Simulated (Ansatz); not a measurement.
Working through a band structure of LiPb, space group Pm-3m

With the Ansatz DFT code, driven from Python.

Run as a notebook:

In [1]:
```python
import itertools
import warnings

import ansatz as az
import numpy as np
from pymatgen.core import Lattice, Structure
from pymatgen.io.ase import AseAtomsAdaptor
```

In [2]:
```python
KMESH = (9, 9, 9)
OCCUPATIONS = "Methfessel-Paxton"
EXTRA_BANDS = 6
```

In [3]:
```python
warnings.simplefilter("ignore", az.DeckWarning)
```

In [4]:
```python
pmg_structure = Structure(
    Lattice([[3.522, 0.0, 0.0], [0.0, 3.522, 0.0], [0.0, 0.0, 3.522]]),
    ["Li", "Pb"],
    [
        [0.5, 0.5, 0.5],
        [0.0, 0.0, 0.0],
    ],
)
crystal = az.Crystal.from_ase(AseAtomsAdaptor.get_atoms(pmg_structure))
```

In [5]:
```python
path = [
    ("G", (0.0, 0.0, 0.0)),
    ("X", (0.0, 0.5, 0.0)),
    ("M", (0.5, 0.5, 0.0)),
    ("G", (0.0, 0.0, 0.0)),
    ("R", (0.5, 0.5, 0.5)),
    ("X", (0.0, 0.5, 0.0)),
]
calculation = (
    crystal.calculation()
    .kpoints(mesh=KMESH)
    .functional(az.Functional.PBESOL)
    .occupations(OCCUPATIONS, width=50 * az.meV)
    .band_structure([point for _, point in path], intervals=6)
    .scf(extra_bands=EXTRA_BANDS)
    .density()
)
done = calculation.run(threads=1, pin="off")
summary = done.report
```

In [6]:
```python
sorted(key for key in summary if key.endswith("_ev"))
```
Out [6]:
```text
['eigenvalues_ev', 'energy_sigma0_ev', 'entropy_ts_ev', 'fermi_energy_ev', 'free_energy_ev',
 'gap_by_band_count_ev', 'harris_foulkes_ev', 'internal_energy_ev', 'lagrangian_above_aufbau_ev',
 'lagrangian_ev', 'lagrangian_sigma0_ev', 'loop_eigenvalues_ev', 'loop_fermi_energy_ev',
 'occupations_fermi_energy_ev', 'residual_norms_ev']
```

In [7]:
```python
summary["kpoints_frac"][:4]
```
Out [7]:
```text
[[0.0, 0.0, 0.0], [0.0, 0.0, 0.1111111111111111], [0.0, 0.0, 0.2222222222222222],
 [0.0, 0.0, 0.3333333333333333]]
```

In [8]:
```python
print(f"free energy      {summary['free_energy_ev']:.5f} eV")
print(f"per atom         {summary['free_energy_ev'] / len(done.lattice.sites):.5f} eV")
print(f"SCF iterations   {summary['n_iterations']}  (converged: {summary['converged']})")
```
```text
free energy      -11958.52093 eV
per atom         -5979.26046 eV
SCF iterations   5  (converged: True)
```

In [9]:
```python
rho = done.density()
total = sum(channel.density_e_per_ang3 for channel in rho.channels[:2])
grid_cell = np.asarray(rho.fft_grid_basis) @ done.lattice.cell_ang
mesh = np.stack(np.meshgrid(*[np.arange(n) / n for n in rho.dims], indexing="ij"), axis=-1)
for site in done.lattice.sites:
    offset = mesh - site.position_ang @ np.linalg.inv(grid_cell)
    offset -= offset.round()
    distance = np.min([np.linalg.norm((offset + shift) @ grid_cell, axis=-1) for shift in itertools.product((-1, 0, 1), repeat=3)], axis=0)
    inside = [total[distance < radius].sum() * rho.cell_volume_ang3 / total.size for radius in (0.8, 1.0, 1.2)]
    print(site.symbol, "electrons within 0.8, 1.0, 1.2 A:", np.round(inside, 2))
```
```text
Li electrons within 0.8, 1.0, 1.2 A: [2.03 2.17 2.36]
Pb electrons within 0.8, 1.0, 1.2 A: [ 7.6   9.66 11.02]
```

In [10]:
```python
bands = done.band_structure()
fermi = bands.fermi_energy_ev
print(f"zero of the bands: {fermi:.3f} eV, the Fermi level found on the SCF mesh")
for spin, channel in enumerate(bands.channels):
    levels = channel.eigenvalues_ev - fermi
    crossing = [b for b in range(levels.shape[1]) if levels[:, b].min() < 0 < levels[:, b].max()]
    print(f"channel {spin}: bands that cross the Fermi level on this path:", [b + 1 for b in crossing] or "none")
    shown = crossing or sorted(np.argsort(np.abs(levels).min(axis=0))[:2])
    for k, row in zip(bands.kpoints_frac, levels[:, shown]):
        print(f"{k[0]:7.3f} {k[1]:7.3f} {k[2]:7.3f}  ", " ".join(f"{e:8.3f}" for e in row))
```
```text
zero of the bands: 8.341 eV, the Fermi level found on the SCF mesh
channel 0: bands that cross the Fermi level on this path: [8, 9, 10]
  0.000   0.000   0.000      2.214    2.214    2.214
  0.000   0.083   0.000      1.403    2.311    2.311
  0.000   0.167   0.000     -0.077    2.596    2.596
  0.000   0.250   0.000     -1.558    3.053    3.053
  0.000   0.333   0.000     -2.837    3.641    3.641
  0.000   0.417   0.000     -3.754    4.255    4.255
  0.000   0.500   0.000     -4.102    4.574    4.574
  0.083   0.500   0.000     -4.038    3.342    4.667
  0.167   0.500   0.000     -3.853    1.602    4.937
  0.250   0.500   0.000     -3.577   -0.042    3.960
  0.333   0.500   0.000     -3.261   -1.455    3.055
  0.417   0.500   0.000     -2.993   -2.485    2.437
  0.500   0.500   0.000     -2.884   -2.884    2.212
  0.417   0.417   0.000     -2.677   -2.525    2.669
  0.333   0.333   0.000     -2.072   -1.737    3.957
  0.250   0.250   0.000     -1.111   -0.779    3.873
  0.167   0.167   0.000      0.127    0.330    2.975
  0.083   0.083   0.000      1.461    1.518    2.407
  0.000   0.000   0.000      2.214    2.214    2.214
  0.083   0.083   0.083      1.555    1.555    1.617
  0.167   0.167   0.167      0.495    0.495    0.619
  0.250   0.250   0.250     -0.304   -0.304   -0.260
  0.333   0.333   0.333     -0.843   -0.703   -0.703
  0.417   0.417   0.417     -0.933   -0.749   -0.749
  0.500   0.500   0.500     -0.687   -0.687   -0.687
  0.417   0.500   0.417     -1.202   -0.670   -0.467
  0.333   0.500   0.333     -2.120   -0.357    0.176
  0.250   0.500   0.250     -2.956    0.396    1.193
  0.167   0.500   0.167     -3.586    1.574    2.488
  0.083   0.500   0.083     -3.972    3.140    3.845
  0.000   0.500   0.000     -4.102    4.574    4.574
```

Notes:
- Total energies depend on the potentials; only differences at equal settings carry meaning.
- Under cold or Methfessel-Paxton smearing the entropy term is a generalised one and can be negative.
- A gap by band count of zero or less means overlapping bands, a metal, and at an odd count of electrons it is no gap at all.
- The fields are valence quantities on the plane-wave grid; their values near the nuclei depend on the potentials.
- The starting cell is as deposited in a crystallographic database; the results hold for this polymorph, which needn't be the stable one.
- Gaps and levels are Kohn-Sham values on a finite set of k-points, without spin-orbit coupling.
- Finished in 3 s on 1 thread of Arm Neoverse V1 (shared host), peak memory 0.41 GiB.
